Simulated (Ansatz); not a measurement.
This script makes an equation of state with a fit of Tc₃Ge, space group Fm-3m with the Ansatz DFT code, driven from Python.

`eos_tc3ge.py`:
```python
from dataclasses import dataclass
import warnings

import ansatz
import numpy as np


@dataclass(frozen=True)
class Options:
    occupations: str = 'Methfessel-Paxton'
    cutoff: int = 600
    kgrid: tuple[int, ...] = (7, 7, 7)


settings = Options()

VECTORS = np.array([
    [0.0, 3.05695, 3.05695],
    [3.05695, 0.0, 3.05695],
    [3.05695, 3.05695, 0.0],
])
SITES = [
    ('Tc', [0.25, 0.25, 0.25]),
    ('Tc', [0.75, 0.75, 0.75]),
    ('Tc', [0.5, 0.5, 0.5]),
    ('Ge', [0.0, 0.0, 0.0]),
]


def build(cell):
    crystal = ansatz.Crystal(lattice=ansatz.Lattice.of(cell))
    for symbol, position in SITES:
        crystal = crystal.atom(symbol, position)
    return crystal


def main() -> None:
    warnings.simplefilter('ignore', ansatz.DeckWarning)

    volumes, energies = [], []
    for scale in np.linspace(0.9, 1.1, 9):
        cell = VECTORS * scale ** (1 / 3)
        calc = (
            build(cell).calculation()
            .occupations(settings.occupations, width=150 * ansatz.meV)
            .functional(ansatz.Functional.R2SCAN)
            .basis(settings.cutoff)
            .kpoints(*settings.kgrid)
        )
        r = calc.run(threads=1).report
        volumes.append(abs(np.linalg.det(cell)) / len(SITES))
        energies.append(r['free_energy_ev'] / len(SITES))
        print(f'V = {volumes[-1]:8.4f} A^3/atom  F = {energies[-1]:.5f} eV/atom')

    x = np.array(volumes) ** (-2 / 3)
    poly = np.polynomial.Polynomial.fit(x, energies, 3).convert()
    roots = poly.deriv().roots()
    x0 = min((r.real for r in roots if abs(r.imag) < 1e-9 and poly.deriv(2)(r.real) > 0), key=lambda r: abs(r - x.mean()))
    v0 = x0 ** -1.5
    b0 = 4 / 9 * poly.deriv(2)(x0) * v0 ** (-7 / 3) * 160.21766
    b1 = 4 + 2 / 3 * x0 * poly.deriv(3)(x0) / poly.deriv(2)(x0)
    print(f'V0 = {v0:.4f} A^3/atom, B0 = {b0:.1f} GPa, dB/dP = {b1:.2f}')


if __name__ == '__main__':
    main()
```

Its results, one of them left out:

| V (Å³/atom) | F less the lowest row shown (meV/atom) |
| --- | --- |
| 12.855 | 119.51 |
| 13.212 | 58.83 |
| 13.569 | 20.59 |
| 13.926 | 1.84 |
| 14.284 | 0.00 |
| 14.641 | 12.86 |
| 14.998 | 38.46 |
| 15.355 | ? |
| 15.712 | 121.31 |

What is the missing energy at 15.355 Å³ an atom?

A third-order Birch-Murnaghan fit, E = E0 + (9 V0 B0 / 16) [(t - 1)³ B' + (t - 1)² (6 - 4t)] with t = (V0/V)^(2/3), through the 8 rows shown gives V0 = 14.145 Å³, B0 = 275.0 GPa, B' = 4.60 and E0 = -1.13 meV. At V = 15.355 Å³, t = 0.94675, and the fit interpolates to 75.08 meV. The run gave 75.11 meV, a miss of 0.04 meV.

Caveats:
- For a metal this k-point mesh is coarse: on a finer one energies can move by several to tens of meV an atom and pressures by half a GPa or more, differences at one mesh by less.
- This cell is a computed structure, which may not be the phase found in nature.
- Timing: 62 s on 1 thread of Arm Neoverse V1 (shared host), peak memory 0.57 GiB.
